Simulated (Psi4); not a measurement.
# A workflow on InHF2 (SMILES [F][InH][F]), part 1 of 2

Aim: a structure relaxation (PBE0-D4/def2-SVP), then vibrational wavenumbers of InHF2. 

The calculation is run with Psi4 1.11.

**1. Starting point**

InHF2: 4 atoms, total charge 0, spin state singlet. As SMILES, `[F][InH][F]`. Geometry: relaxed at PBE0-D4/def2-TZVP. The run starts from this shape.

Bond lengths: F1–In2 1.935 Å, In2–F3 1.935 Å, In2–H4 1.681 Å. Angles: F1–In2–F3 106.8°, F1–In2–H4 126.6°, F3–In2–H4 126.6°.

**2. A structure relaxation at PBE0-D4/def2-SVP (density fitting, core potential) (run 1)**

Input file f2hin.xyz:

```xyz
4
F2HIn
F     -1.694300    -0.668800     0.241700
In     0.043800     0.113800    -0.088400
F      1.340800    -1.004700     0.811200
H      0.365400     1.499400    -0.984800
```

Input file calc.py:

```python
import psi4

psi4.set_memory(1600000000)
psi4.set_num_threads(1)
psi4.set_output_file('f2hin.out', False)

with open('f2hin.xyz') as f:
    atoms = ''.join(f.readlines()[2:])
m = psi4.geometry('0 1\n' + atoms + '')

psi4.set_options({
    'basis': 'def2-SVP',
    'reference': 'rks',
    'geom_maxiter': 60,
})

energy_value, wavefunction = psi4.optimize("pbe0-d4", molecule=m, return_wfn=True)
print(f'total energy {energy_value:.8f} hartree = {energy_value * 27.211386:.5f} eV')
m.save_xyz_file('final.xyz', False)
for k, v in sorted(psi4.core.scalar_variables().items()):
    print(f'{k:45s} {v:18.10f}')
```

Launch:

```
python calc.py
```

f2hin.out:

```text
Psi4 1.11 release

gradient() will perform analytic gradient computation.

   => Loading Basis Set <=

    Name: DEF2-SVP
    Role: ORBITAL
    Keyword: BASIS

    !!!  WARNING: ECP capability is in beta. Please check occupations closely.  !!!

   => PBE0-D4(BJ,EEQ)ATM: Empirical Dispersion <=

        a1 =       0.400856
        a2 =       5.029288
       alp =      16.000000
        s6 =       1.000000
        s8 =       1.200655
        s9 =       1.000000
        ga =       3.000000
        gc =       2.000000
        wf =       6.000000

         ---------------------------------------------------------
                                   SCF
                              RKS Reference
                        1 Threads,   1525 MiB Core
         ---------------------------------------------------------

  ==> Geometry <==

    Molecular point group: c1
    Full point group: C1

    Geometry (in Angstrom), charge = 0, multiplicity = 1:

       Center              X                  Y                   Z               Mass
    ------------   -----------------  -----------------  -----------------  -----------------
         F           -1.685756701389    -0.557002196098     0.184176152184    18.998403162730
         IN           0.052343298611     0.225597803902    -0.145923847816   114.903878776000
         F            1.349343298611    -0.892902196098     0.753676152184    18.998403162730
         H            0.373943298611     1.611197803902    -1.042323847816     1.007825032230

  Running in c1 symmetry.

  Rotational constants: A =      0.40270  B =      0.18392  C =      0.12626 [cm^-1]
  Rotational constants: A =  12072.69155  B =   5513.76422  C =   3785.07049 [MHz]
  Nuclear repulsion =  126.753633381027427

  Charge       = 0
  Multiplicity = 1
  Electrons    = 40
  Nalpha       = 20
  Nbeta        = 20

  ==> Algorithm <==

  SCF Algorithm Type is DF.
  DIIS enabled.
  MOM disabled.
  Fractional occupation disabled.
  Guess Type is SAD.
  Energy threshold   = 1.00e-08
  Density threshold  = 1.00e-08
  Integral threshold = 1.00e-12

  ==> Primary Basis <==

  Basis Set: DEF2-SVP
    Blend: DEF2-SVP
    Number of shells: 25
    Number of basis functions: 59
    Number of Cartesian functions: 63
    Spherical Harmonics?: true
    Max angular momentum: 2

  Core potential: DEF2-SVP
    Number of shells: 4
    Number of ECP primitives: 18
    Number of ECP core electrons: 28
    Max angular momentum: 3

  ==> DFT Potential <==

   => LibXC <=

    Version 7.1.2

   => Composite Functional: PBE0-D4BJEEQATM <=

    PBE0-d4bjeeqatm Hyb-GGA Exchange-Correlation Functional

    Deriv               =              1
    GGA                 =           TRUE
    Meta                =          FALSE

    Exchange Hybrid     =           TRUE
    MP2 Hybrid          =          FALSE

   => Exchange Functionals <=

    0.7500   Perdew, Burke & Ernzerhof

   => Exact (HF) Exchange <=

    0.2500               HF

   => Correlation Functionals <=

    1.0000   Perdew, Burke & Ernzerhof

   => LibXC Density Thresholds  <==

    XC_HYB_GGA_XC_PBEH:  1.00E-15

   => Molecular Quadrature <=

    Radial Scheme          =       TREUTLER
    Pruning Scheme         =           NONE
    Nuclear Scheme         =       TREUTLER

    Blocking Scheme        =         OCTREE
    BS radius alpha        =              1
    Pruning alpha          =              1
    Radial Points          =             75
    Spherical Points       =            302
    Total Points           =          87229
    Total Blocks           =            704
    Max Points             =            256
    Max Functions          =             58
    Weights Tolerance      =       1.00E-15

   => Loading Basis Set <=

    Name: (DEF2-SVP AUX)
    Role: JKFIT
    Keyword: DF_BASIS_SCF

  ==> Integral Setup <==

  DFHelper Memory: AOs need 0.012 GiB; user supplied 1.003 GiB.
  SCF_SUBTYPE=INCORE selected. In-core MEM_DF algorithm will be used.
  Using in-core AOs.

  ==> MemDFJK: Density-Fitted J/K Matrices <==

    J tasked:                   Yes
    K tasked:                   Yes
    wK tasked:                   No
    Memory [MiB]:              1026
    Algorithm:                 Core
    Schwarz Cutoff:           1E-12
    Mask sparsity (%):       1.0916
    Fitting Condition:        1E-10

   => Auxiliary Basis Set <=

  Basis Set: (DEF2-SVP AUX)
    Blend: DEF2-UNIVERSAL-JKFIT
    Number of shells: 102
    Number of basis functions: 390
    Number of Cartesian functions: 515
    Spherical Harmonics?: true
    Max angular momentum: 5

  Cached 100.0% of DFT collocation blocks in 0.115 [GiB].

  Minimum eigenvalue in the overlap matrix is 3.6232072143E-02.
  Reciprocal condition number of the overlap matrix is 1.0410871257E-02.
    Using symmetric orthogonalization.

  ==> Pre-Iterations <==

  SCF Guess: Superposition of Atomic Densities via on-the-fly atomic UHF (no occupation information).

   -------------------------
    Irrep   Nso     Nmo
   -------------------------
     A         59      59
   -------------------------
    Total      59      59
   -------------------------

  ==> Iterations <==

                           Total Energy        Delta E     RMS |[F,P]|

[... 1 line left out ...]
   @DF-RKS iter   1:  -389.93290200296616   -1.29598e+00   1.14988e-02 ADIIS/DIIS
[... 3 lines left out ...]
   @DF-RKS iter   5:  -390.09950464309577   -1.18440e-04   2.70875e-04 ADIIS/DIIS
[... 3 lines left out ...]
   @DF-RKS iter   9:  -390.09959610435197   -1.24260e-09   1.06937e-07 DIIS
[... 30 lines left out ...]
    Final Occupation by Irrep:
[... 11 lines left out ...]
    Two-Electron Energy =                 379.8686503775364827
[... 3 lines left out ...]
    Total Energy =                       -390.0995961043722673
[... 95 lines left out ...]
    Weights Tolerance      =       1.00E-15
[... 54 lines left out ...]
	  Convergence Criteria     1.00e-06 *    3.00e-04 *             o    1.20e-03 *             o~
[... 132 lines left out ...]
   @DF-RKS iter   0:  -390.08468278168715   -3.90085e+02   7.32718e-04
[... 3 lines left out ...]
   @DF-RKS iter   4:  -390.09978591462789   -6.35866e-07   3.75117e-06 DIIS
[... 3 lines left out ...]
   @DF-RKS iter   8:  -390.09978593617154   -1.25056e-12   1.40755e-08 DIIS
[... 14 lines left out ...]
  @DF-RKS Final Energy:  -390.09978593617075
[... 6 lines left out ...]
    DFT Exchange-Correlation Energy =     -28.8265394666677643
[... 17 lines left out ...]
 Dipole X            :          3.2273342           -2.9626279            0.2647063
[... 89 lines left out ...]
	                                 ==> Convergence Check <==
[... 75 lines left out ...]
    Weights Tolerance      =       1.00E-15
[... 23 lines left out ...]
   @DF-RKS iter   2:  -390.09982130109336   -8.06054e-07   1.08658e-05 DIIS
[... 3 lines left out ...]
   @DF-RKS iter   6:  -390.09982149469607   -1.08059e-10   1.96960e-08 DIIS
[... 14 lines left out ...]
  @DF-RKS Final Energy:  -390.09982149469823
[... 6 lines left out ...]
    DFT Exchange-Correlation Energy =     -28.8293004709282528
[... 17 lines left out ...]
 Dipole X            :          3.2003890           -2.9395085            0.2608805
[... 89 lines left out ...]
	                                 ==> Convergence Check <==
[... 75 lines left out ...]
    Weights Tolerance      =       1.00E-15
[... 23 lines left out ...]
   @DF-RKS iter   2:  -390.09965072259649   -1.48156e-05   3.25480e-05 DIIS
[... 3 lines left out ...]
   @DF-RKS iter   6:  -390.09965213502784   -3.22416e-10   9.26136e-08 DIIS
[... 14 lines left out ...]
  @DF-RKS Final Energy:  -390.09965213504620
[... 6 lines left out ...]
    DFT Exchange-Correlation Energy =     -28.8289512026329042
[... 17 lines left out ...]
 Dipole X            :          3.2852044           -3.0145343            0.2706701
[... 89 lines left out ...]
	                                 ==> Convergence Check <==
[... 75 lines left out ...]
    Weights Tolerance      =       1.00E-15
[... 23 lines left out ...]
   @DF-RKS iter   2:  -390.09982170972199   -1.15734e-05   3.46459e-05 DIIS
[... 3 lines left out ...]
   @DF-RKS iter   6:  -390.09982328889561   -6.09930e-11   6.20582e-08 DIIS
[... 14 lines left out ...]
  @DF-RKS Final Energy:  -390.09982328890362
[... 6 lines left out ...]
    DFT Exchange-Correlation Energy =     -28.8293361426082910
[... 17 lines left out ...]
 Dipole X            :          3.2063725           -2.9448497            0.2615228
[... 89 lines left out ...]
	                                 ==> Convergence Check <==
[... 75 lines left out ...]
    Weights Tolerance      =       1.00E-15
[... 23 lines left out ...]
   @DF-RKS iter   2:  -390.09982502199063   -3.86593e-08   2.78350e-06 DIIS
[... 3 lines left out ...]
   @DF-RKS iter   6:  -390.09982503177417   -1.81899e-12   5.41057e-09 DIIS
[... 17 lines left out ...]
    Nuclear Repulsion Energy =            125.7687105785338844
[... 3 lines left out ...]
    Empirical Dispersion Energy =          -0.0014675043239913
[... 17 lines left out ...]
 Dipole Y            :         13.7501561          -12.6314869            1.1186692
[... 90 lines left out ...]
	Measures of convergence in internal coordinates in au.
[... 93 lines left out ...]
                           Total Energy        Delta E     RMS |[F,P]|
[... 4 lines left out ...]
   @DF-RKS iter   3:  -390.09982536265733   -1.65771e-08   2.47627e-06 DIIS
[... 3 lines left out ...]
  Energy and wave function converged.
[... 19 lines left out ...]
    Virtual:

      21A     -0.063646    22A     -0.059427    23A      0.016805
      24A      0.092634    25A      0.140990    26A      0.169980
      27A      0.231993    28A      0.232987    29A      0.332083
[... 9 lines of this table left out ...]
      57A     16.399876    58A     16.587539    59A     61.128774

    Final Occupation by Irrep:
              A
    DOCC [    20 ]
    NA   [    20 ]
    NB   [    20 ]

  @DF-RKS Final Energy:  -390.09982537019658

   => Energetics <=

    Nuclear Repulsion Energy =            125.7552110187650243
    One-Electron Energy =                -865.8943794610686382
    Two-Electron Energy =                 378.8702895815096099
    DFT Exchange-Correlation Energy =     -28.8294793152304152
    Empirical Dispersion Energy =          -0.0014671941722238
    VV10 Nonlocal Energy =                  0.0000000000000000
    Total Energy =                       -390.0998253701965837

Computation Completed

Properties will be evaluated at   0.000000,   0.000000,   0.000000 [a0]

Properties computed using the SCF density matrix

 Multipole Moments:

 ------------------------------------------------------------------------------------
     Multipole            Electronic (a.u.)      Nuclear  (a.u.)        Total (a.u.)
 ------------------------------------------------------------------------------------

 L = 1.  Multiply by 2.5417464519 to convert [e a0] to [Debye]
 Dipole X            :          3.1811918           -2.9228834            0.2583084
 Dipole Y            :         13.7083973          -12.5952888            1.1131085
 Dipole Z            :         -8.8681975            8.1480962           -0.7201013
 Magnitude           :                                                    1.3506589

 ------------------------------------------------------------------------------------

	total time  =          2 seconds =       0.03 minutes

         ------------------------------------------------------------
                                   SCF GRAD
         ------------------------------------------------------------

  ==> Geometry <==

    Molecular point group: c1
    Full point group: C1

    Geometry (in Angstrom), charge = 0, multiplicity = 1:

       Center              X                  Y                   Z               Mass
    ------------   -----------------  -----------------  -----------------  -----------------
         F           -1.705543145193    -0.552164527683     0.178737297250    18.998403162730
         IN           0.052137924711     0.224672540598    -0.145343466407   114.903878776000
         F            1.370272523107    -0.892581722433     0.755884536172    18.998403162730
         H            0.375815894903     1.619453085735    -1.047596871838     1.007825032230

  Nuclear repulsion =  125.755211018765024

   => Molecular Quadrature <=

    Radial Scheme          =       TREUTLER
    Pruning Scheme         =           NONE
    Nuclear Scheme         =       TREUTLER

    Blocking Scheme        =         OCTREE
    BS radius alpha        =              1
    Pruning alpha          =              1
    Radial Points          =             75
    Spherical Points       =            302
    Total Points           =          87235
    Total Blocks           =            711
    Max Points             =            256
    Max Functions          =             58
    Weights Tolerance      =       1.00E-15

  -Total Gradient:
     Atom            X                  Y                   Z
    ------   -----------------  -----------------  -----------------
       1        0.000002834357     0.000006137744    -0.000003465059
       2        0.000002247588     0.000009276466    -0.000007185735
       3       -0.000000018754     0.000006581014    -0.000004086275
       4        0.000002966522     0.000012595968    -0.000007661323

	total time  =          2 seconds =       0.03 minutes

    			-----------------------------------------

    			 OPTKING 3.0: for geometry optimizations

    			        with contributions from

    			-----------------------------------------

	                            ===> Fragment 1 <==

	 Z (Atomic Numbers)          Masses                          Geom
	       9.000000            18.998403         -3.22300944 -1.04343973  0.33776454
	      49.000000            114.903879         0.09852640  0.42456957 -0.27465935
	       9.000000            18.998403          2.58943979 -1.68673500  1.42841476
	       1.000000             1.007825          0.71018911  3.06032281 -1.97967118

	 - Coordinate -           - BOHR/RAD -       - ANG/DEG -
	 R(1,2)           =         3.682759           1.948832
	 R(2,3)           =         3.682760           1.948832
	 R(2,4)           =         3.198186           1.692407
[... 5 lines of this table left out ...]
	 O(4,2,1,3)       =         0.000022           0.001269

	        --- Internal Coordinate Step in ANG or DEG, aJ/ANG or AJ/DEG ---
	-------------------------------------------------------------------------------
	           Coordinate      Previous         Force          Change          New
	           ----------      --------        ------          ------        ------
	               R(1,2)       1.94883       -0.00001       -0.00000       1.94883
	               R(2,3)       1.94883       -0.00000       -0.00000       1.94883
	               R(2,4)       1.69241       -0.00004       -0.00002       1.69239
[... 5 lines of this table left out ...]
	           O(4,2,1,3)       0.00127       -0.00000       -0.00124       0.00003
	-------------------------------------------------------------------------------

	                                 ==> Convergence Check <==

	Measures of convergence in internal coordinates in au.

	Criteria marked as inactive (o), active & met (*), and active & unmet ( ).

	----------------------------------------------------------------------------------------------
	   Step    Total Energy     Delta E     Max Force     RMS Force      Max Disp      RMS Disp
	----------------------------------------------------------------------------------------------
	  Convergence Criteria     1.00e-06 *    3.00e-04 *             o    1.20e-03 *             o
	----------------------------------------------------------------------------------------------
	     7    -390.09982537   -3.38e-07 *    8.03e-06 *    3.63e-06 o    1.24e-04 *    5.33e-05 o  ~
	----------------------------------------------------------------------------------------------

Next Geometry in Ang
	Fragment 1 (Ang)

	    F  -1.7056011802  -0.5521145767   0.1786931122
	   In   0.0521289622   0.2246416240  -0.1453102556
	    F   1.3703518576  -0.8925483389   0.7558670454
	    H   0.3758035579   1.6194006678  -1.0475684069

    Final optimized geometry and variables:
    Molecular point group: c1
    Full point group: C1

    Geometry (in Angstrom), charge = 0, multiplicity = 1:

    F           -1.705543145193    -0.552164527683     0.178737297250
    IN           0.052137924711     0.224672540598    -0.145343466407
    F            1.370272523107    -0.892581722433     0.755884536172
    H            0.375815894903     1.619453085735    -1.047596871838

[set-up sections that repeat, and orbital energies of the middle runs, are left out above]
```

The script printed:

```text
Optimizer: Optimization complete!
total energy -390.09982537 hartree = -10615.15693 eV
CURRENT ENERGY                                   -390.0998253702
CURRENT REFERENCE ENERGY                         -390.0998253702
DD SOLVATION ENERGY                                 0.0000000000
DFT FUNCTIONAL TOTAL ENERGY                      -390.0983581760
DFT TOTAL ENERGY                                 -390.0998253702
DFT VV10 ENERGY                                     0.0000000000
DFT XC ENERGY                                     -28.8294793152
DISPERSION CORRECTION ENERGY                       -0.0014671942
GRID ELECTRONS ALPHA                               19.9998679150
GRID ELECTRONS BETA                                19.9998679150
GRID ELECTRONS TOTAL                               39.9997358300
NUCLEAR REPULSION ENERGY                          125.7552110188
ONE-ELECTRON ENERGY                              -865.8943794611
OPTIMIZATION ITERATIONS                             7.0000000000
PBE0-D4(BJ,EEQ)ATM DISPERSION CORRECTION ENERGY      -0.0014671942
PCM POLARIZATION ENERGY                             0.0000000000
PE ENERGY                                           0.0000000000
SCF ITERATION ENERGY                             -390.0998253702
SCF ITERATIONS                                      6.0000000000
SCF TOTAL ENERGY                                 -390.0998253702
TWO-ELECTRON ENERGY                               378.8702895815
XC GRID RADIAL POINTS                              75.0000000000
XC GRID SPHERICAL POINTS                          302.0000000000
XC GRID TOTAL POINTS                            87235.0000000000
```

Wall time 37 s (1 thread of AMD EPYC 7R43 (Zen 3), shared host); peak memory 0.37 GiB.

Steps, from the record of the run:

```
step  energy from the first frame kept (eV)  largest force (eV/Å)
   0                                 0.0000                0.3605
   1                                -0.0052                0.1683
   2                                -0.0061                0.0302
   3                                -0.0015                0.1803
   4                                -0.0062                0.0228
   5                                -0.0062                0.0141
   6                                -0.0062                0.0008
```

After the run. Bond lengths: F1–In2 1.949 Å, In2–F3 1.949 Å, In2–H4 1.692 Å. Angles: F1–In2–F3 107.7°, F1–In2–H4 126.1°, F3–In2–H4 126.1°.

(Continued in part 2 of 2.)
